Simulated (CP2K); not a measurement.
**CH3AlCl2 (AlCl2Me): a chain of runs**

We compute a geometry optimisation (PM6), then molecular dynamics (PM6) of CH3AlCl2 (AlCl2Me). 

The results are computed with CP2K 2026.2.

2 further runs of the same task are left out: 2 set aside as unsound or not needed.

## 1. The molecule

The species is CH3AlCl2 (7 atoms), meant as a singlet with charge 0. As SMILES, `[CH3][Al]([Cl])[Cl]`. Geometry: a GFN2-xTB relaxation, a rough one for these elements and not checked as a minimum. The run starts from this shape.

Bond lengths: Al1–Cl2 2.036 Å, Al1–Cl3 2.036 Å, Al1–C4 1.988 Å, C4–H5 1.093 Å, C4–H6 1.091 Å, C4–H7 1.092 Å. Angles: Cl2–Al1–Cl3 117.7°, Cl2–Al1–C4 121.0°, Cl3–Al1–C4 121.3°, Al1–C4–H5 111.4°, Al1–C4–H6 111.9°, Al1–C4–H7 111.9°, H5–C4–H6 106.8°, H5–C4–H7 106.4°, H6–C4–H7 108.2°.

## 2. A structure relaxation at PM6 (run 1)

gas.inp reads:

```
&GLOBAL
    PROJECT_NAME gas
    RUN_TYPE GEO_OPT
    PRINT_LEVEL LOW
&END GLOBAL
&FORCE_EVAL
    METHOD QS
    &DFT
        ! Quickstep
        &QS
            METHOD PM6
            EPS_DEFAULT 1.0E-10
            &SE
                &COULOMB
                    CUTOFF [angstrom] 50
                    RC_RANGE [angstrom] 0
                &END COULOMB
                &EXCHANGE
                    CUTOFF [angstrom] 50
                    RC_RANGE [angstrom] 0
                &END EXCHANGE
            &END SE
        &END QS
        &POISSON
            PERIODIC NONE
            POISSON_SOLVER ANALYTIC
        &END POISSON
        &SCF
            SCF_GUESS ATOMIC
            EPS_SCF 1.0E-07
            MAX_SCF 100
            ADDED_MOS 8
            &DIAGONALIZATION
                ALGORITHM STANDARD
            &END DIAGONALIZATION
            &MIXING
                METHOD DIRECT_P_MIXING
                ALPHA 0.4
            &END MIXING
        &END SCF
        &PRINT
            &MOMENTS
                PERIODIC F
                REFERENCE COM
                MAX_MOMENT 1
            &END MOMENTS
            &MULLIKEN OFF
            &END MULLIKEN
            &HIRSHFELD OFF
            &END HIRSHFELD
        &END PRINT
    &END DFT
    &SUBSYS
        ! vacuum box
        &CELL
            ABC 20 20.3 17.6
            PERIODIC NONE
        &END CELL
        &COORD
            Al     9.982350    10.502170     9.009775
            Cl    12.017540    10.541830     9.034125
            Cl     9.001630    12.285800     8.962045
            C      8.992730     8.777550     9.012505
            H      8.891960     8.374730     8.001085
            H      7.982460     8.889230     9.409235
            H      9.507510     8.014200     9.598915
        &END COORD
    &END SUBSYS
&END FORCE_EVAL
! ionic moves
&MOTION
    &GEO_OPT
        OPTIMIZER BFGS
        MAX_ITER 100
        MAX_FORCE 4.5E-04
        RMS_FORCE 3.0E-04
    &END GEO_OPT
    &PRINT
        &TRAJECTORY
            &EACH
                GEO_OPT 1
            &END EACH
        &END TRAJECTORY
        &FORCES ON
            &EACH
                GEO_OPT 1
            &END EACH
        &END FORCES
        &RESTART OFF
        &END RESTART
        &RESTART_HISTORY OFF
        &END RESTART_HISTORY
    &END PRINT
&END MOTION
```

Started as:

```
OMP_NUM_THREADS=1 cp2k.psmp -i gas.inp > gas.out 2>&1
```

The log of the run, shortened:

```text
CP2K| version string:                                       CP2K version 2026.2
[...]
 GLOBAL| Method name                                                        CP2K
[...]
 GLOBAL| Run type                                                        GEO_OPT
[...]
                             - Atoms:                                          7
[...]
                             - Spherical basis functions:                     34
[...]
 Number of electrons:                                                         24
[...]
     1 P_Mix/Diag. 0.40E+00    0.0     0.77706490       -22.6256312096 -2.26E+01
[...]
  *** SCF run converged in    17 steps ***
[...]
 ENERGY| Total FORCE_EVAL ( QS ) energy [hartree]            -26.733899580381433
[...]
 OPT| Step number                                                              0
[...]
 OPT| Total energy [hartree]                                      -26.7338995804
[...]
 OPT| Step number                                                              6
[...]
 OPT| Total energy [hartree]                                      -26.7383719425
[...]
 OPT| Step number                                                              7
[...]
 OPT| Total energy [hartree]                                      -26.7383721396
[...]
 ***                    GEOMETRY OPTIMIZATION COMPLETED                      ***
[...]
     8 DIIS/Diag.  0.89E-07    0.0     0.00000009       -26.7383721396 -3.06E-13
  *** SCF run converged in     8 steps ***
  Core-core repulsion energy [eV]:                           1060.42463195755590
  Core Hamiltonian energy [eV]:                             -1175.27461874160122
  Two-electron integral energy [eV]:                        -1225.47624241212770
  Electronic energy [eV]:                                   -1788.01273994766530
  Total energy [eV]:                                         -727.58810799010928
  Atomic reference energy [eV]:                               722.97305426403545
  Heat of formation [kcal/mol]:                              -106.42567562899430
[...]
 SE_DIPOLE| Moment [Debye]          1.37863527       2.40068211       0.01645898
 SE_DIPOLE| Derivative [a.u.]       0.00000000       0.00000000       0.00000000
 ENERGY| Total FORCE_EVAL ( QS ) energy [hartree]            -26.738372139600116
[...]
```

It took 0.34 s on 1 thread of Arm Neoverse V2, shared host.

Steps, from the record of the run:

| step | energy from the first frame kept (eV) | largest force (eV/Å) |
| --- | --- | --- |
| 1 | 0.0000 | 0.3692 |
| 2 | -0.0040 | 0.0652 |
| 3 | -0.0045 | 0.0334 |
| 4 | -0.0047 | 0.0202 |
| 5 | -0.0047 | 0.0230 |
| 6 | -0.0048 | 0.0125 |
| 7 | -0.0048 | 0.0020 |
| 8 | -0.0048 | 0.0020 |

After the run. Bond lengths: Al1–Cl2 2.077 Å, Al1–Cl3 2.077 Å, Al1–C4 1.921 Å, C4–H5 1.096 Å, C4–H6 1.095 Å, C4–H7 1.095 Å. Angles: Cl2–Al1–Cl3 115.7°, Cl2–Al1–C4 122.1°, Cl3–Al1–C4 122.2°, Al1–C4–H5 109.6°, Al1–C4–H6 110.2°, Al1–C4–H7 110.1°, H5–C4–H6 108.8°, H5–C4–H7 108.6°, H6–C4–H7 109.6°.

## 3. A short trajectory at PM6 (NVE dynamics) (run 2)

molecule.xyz reads:

```xyz
7

Al     9.951053    10.443942     9.005215
Cl    12.026399    10.523499     9.036206
Cl     8.980268    12.279520     8.963537
C      8.993208     8.778476     9.009709
H      8.907416     8.400952     7.984345
H      7.987147     8.921877     9.417829
H      9.530690     8.037244     9.610843
```

job.py reads:

```python
import numpy as np
from ase.io import read
from ase.calculators.cp2k import CP2K
from ase import units
from ase.md.verlet import VelocityVerlet
from ase.md.velocitydistribution import MaxwellBoltzmannDistribution, Stationary, ZeroRotation

atoms = read("molecule.xyz")
atoms.set_cell([20.0, 20.2, 17.6])
atoms.center()
inp = """
&FORCE_EVAL
   METHOD Quickstep
   &DFT
      ! Quickstep
      &QS
         METHOD PM6
         EPS_DEFAULT 1.0E-10
         &SE
            &COULOMB
               CUTOFF [angstrom] 50
               RC_RANGE [angstrom] 0
            &END COULOMB
            &EXCHANGE
               CUTOFF [angstrom] 50
               RC_RANGE [angstrom] 0
            &END EXCHANGE
         &END SE
      &END QS
      &POISSON
         PERIODIC NONE
         POISSON_SOLVER ANALYTIC
      &END POISSON
      ! SCF settings
      &SCF
         SCF_GUESS ATOMIC
         EPS_SCF 1.0E-07
         MAX_SCF 100
         ADDED_MOS 8
         &DIAGONALIZATION
            ALGORITHM STANDARD
         &END DIAGONALIZATION
         &MIXING
            METHOD DIRECT_P_MIXING
            ALPHA 0.4
         &END MIXING
      &END SCF
      &PRINT
         &MOMENTS
            PERIODIC F
            REFERENCE COM
            MAX_MOMENT 1
         &END MOMENTS
         &MULLIKEN OFF
         &END MULLIKEN
         &HIRSHFELD OFF
         &END HIRSHFELD
      &END PRINT
   &END DFT
   ! atoms, cell and kinds
   &SUBSYS
   &END SUBSYS
&END FORCE_EVAL
"""
cp2k = CP2K(command="cp2k.psmp -s", label="gas", inp=inp, basis_set=None, basis_set_file=None, potential_file=None, pseudo_potential=None, xc=None, cutoff=None, max_scf=None, charge=None, uks=False,
            force_eval_method=None, print_level="LOW", poisson_solver=None, stress_tensor=False)
atoms.calc = cp2k
MaxwellBoltzmannDistribution(atoms, temperature_K=800, rng=np.random.default_rng(4730))
Stationary(atoms)
ZeroRotation(atoms)
dyn = VelocityVerlet(atoms, timestep=0.5 * units.fs, trajectory="md.traj")
def report():
    print(f"{dyn.nsteps:4d} {atoms.get_potential_energy():16.6f} {atoms.get_kinetic_energy():10.6f} {atoms.get_temperature():8.1f}")
dyn.attach(report)
print("step   Epot/eV   Ekin/eV   T/K")
dyn.run(50)
```

Started as:

```
OMP_NUM_THREADS=1 python job.py
```

The log of the run, shortened:

```text
job.py:68: DeprecationWarning: Use thermalize_momenta
  MaxwellBoltzmannDistribution(atoms, temperature_K=800, rng=np.random.default_rng(4730))
step   Epot/eV   Ekin/eV   T/K
   0      -727.588108   1.054586   1165.5
   1      -727.578038   1.044597   1154.5
   2      -727.549358   1.016216   1123.1
   3      -727.506878   0.974181   1076.7
   4      -727.457654   0.925434   1022.8
   5      -727.409219   0.877390    969.7
   6      -727.367756   0.836146    924.1
   7      -727.336767   0.805177    889.9
   8      -727.316607   0.784866    867.4
   9      -727.304931   0.772941    854.2
  10      -727.297796   0.765543    846.1
  11      -727.290974   0.758515    838.3
  12      -727.281089   0.748525    827.3
  13      -727.266339   0.733786    811.0
  14      -727.246769   0.714335    789.5
  15      -727.224172   0.691941    764.7
  16      -727.201725   0.669749    740.2
  17      -727.183420   0.651701    720.3
  18      -727.173297   0.641784    709.3
  19      -727.174555   0.643139    710.8
  20      -727.188663   0.657193    726.3
  21      -727.214714   0.683028    754.9
  22      -727.249271   0.717239    792.7
  23      -727.286854   0.754414    833.8
  24      -727.321026   0.788211    871.1
  25      -727.345842   0.812775    898.3
  26      -727.357239   0.824100    910.8
[... 11 lines of this table left out ...]
  38      -727.101841   0.569364    629.3
  39      -727.071055   0.538718    595.4
  40      -727.038928   0.506820    560.1
  41      -727.009157   0.477324    527.5
  42      -726.986105   0.454530    502.3
  43      -726.973778   0.442364    488.9
  44      -726.974616   0.443199    489.8
  45      -726.988474   0.456862    504.9
  46      -727.012211   0.480239    530.8
  47      -727.040172   0.507760    561.2
  48      -727.065541   0.532733    588.8
  49      -727.082190   0.549136    606.9
  50      -727.086365   0.553281    611.5
```

gas.out, shortened:

```text
CP2K| version string:                                       CP2K version 2026.2
[...]
 GLOBAL| Method name                                                        CP2K
[...]
 GLOBAL| Run type                                                   ENERGY_FORCE
[...]
 *** WARNING in qs_kind_types.F:2264 :: Information provided in the input ***
 *** file regarding BASIS for KIND <Al> will be ignored!                  ***
 *** WARNING in qs_kind_types.F:2264 :: Information provided in the input ***
 *** file regarding BASIS for KIND <Cl> will be ignored!                  ***
 *** WARNING in qs_kind_types.F:2264 :: Information provided in the input ***
 *** file regarding BASIS for KIND <C> will be ignored!                   ***
 *** WARNING in qs_kind_types.F:2264 :: Information provided in the input ***
 *** file regarding BASIS for KIND <H> will be ignored!                   ***
[...]
                             - Atoms:                                          7
[...]
                             - Spherical basis functions:                     34
[...]
 Number of electrons:                                                         24
[...]
     1 P_Mix/Diag. 0.40E+00    0.0     0.77149806       -22.6362746738 -2.26E+01
[...]
  *** SCF run converged in    17 steps ***
[...]
 ENERGY| Total FORCE_EVAL ( QS ) energy [hartree]            -26.738372139547376
[...]
 SE_DIPOLE| Moment [Debye]          1.31091912       2.76740902       0.02976431
 SE_DIPOLE| Derivative [a.u.]       0.00000000       0.00000000       0.00000000
 ENERGY| Total FORCE_EVAL ( QS ) energy [hartree]            -26.728394657349426
[...]
    11 DIIS/Diag.  0.44E-07    0.0     0.00000006       -26.7279655884 -1.67E-13
  *** SCF run converged in    11 steps ***
  Core-core repulsion energy [eV]:                           1070.87900054053466
  Core Hamiltonian energy [eV]:                             -1177.26303452553020
  Two-electron integral energy [eV]:                        -1241.84179469004289
  Electronic energy [eV]:                                   -1798.18393187055153
  Total energy [eV]:                                         -727.30493133001698
[...]
```

It took 1.5 s on 1 thread of Arm Neoverse V2, shared host.

Steps, from the record of the run:

| step | potential energy change (eV) | largest force (eV/Å) | temperature (K) |
| --- | --- | --- | --- |
| 0 | 0.0000 | 0.0020 | 1166 |
| 3 | 0.0812 | 1.7901 | 1077 |
| 6 | 0.2204 | 2.8303 | 924 |
| 9 | 0.2832 | 3.1905 | 854 |
| 12 | 0.3070 | 3.4254 | 827 |
| 15 | 0.3639 | 3.6283 | 765 |
| 18 | 0.4148 | 3.6021 | 709 |
| 21 | 0.3734 | 3.1166 | 755 |
| 24 | 0.2671 | 2.0235 | 871 |
| 27 | 0.2342 | 1.2157 | 907 |
| 30 | 0.3053 | 1.4461 | 830 |
| 33 | 0.3817 | 1.6573 | 745 |
| 36 | 0.4365 | 1.9636 | 684 |
| 39 | 0.5171 | 2.3969 | 595 |
| 42 | 0.6020 | 3.4270 | 502 |
| 45 | 0.5996 | 3.6033 | 505 |
| 48 | 0.5226 | 3.0128 | 589 |
| 50 | 0.5017 | 3.0632 | 611 |

## 4. Summary of results

```
                                      quantity            value
           run 1, PM6: total energy at the end     -26.73837 Eh
                     run 1, PM6: dipole moment           2.77 D
                 run 1, PM6: heat of formation  -106.4 kcal/mol
run 2, PM6: potential energy of the last frame     -26.71993 Eh
```

What this shows: The optimisation (run 1, PM6) took 7 steps. The run spans only 25 fs, so it is not equilibrated: the temperature averages 676 K over its second half, against 1166 K at the start, as kinetic energy flows into the vibrations of a start near a minimum.
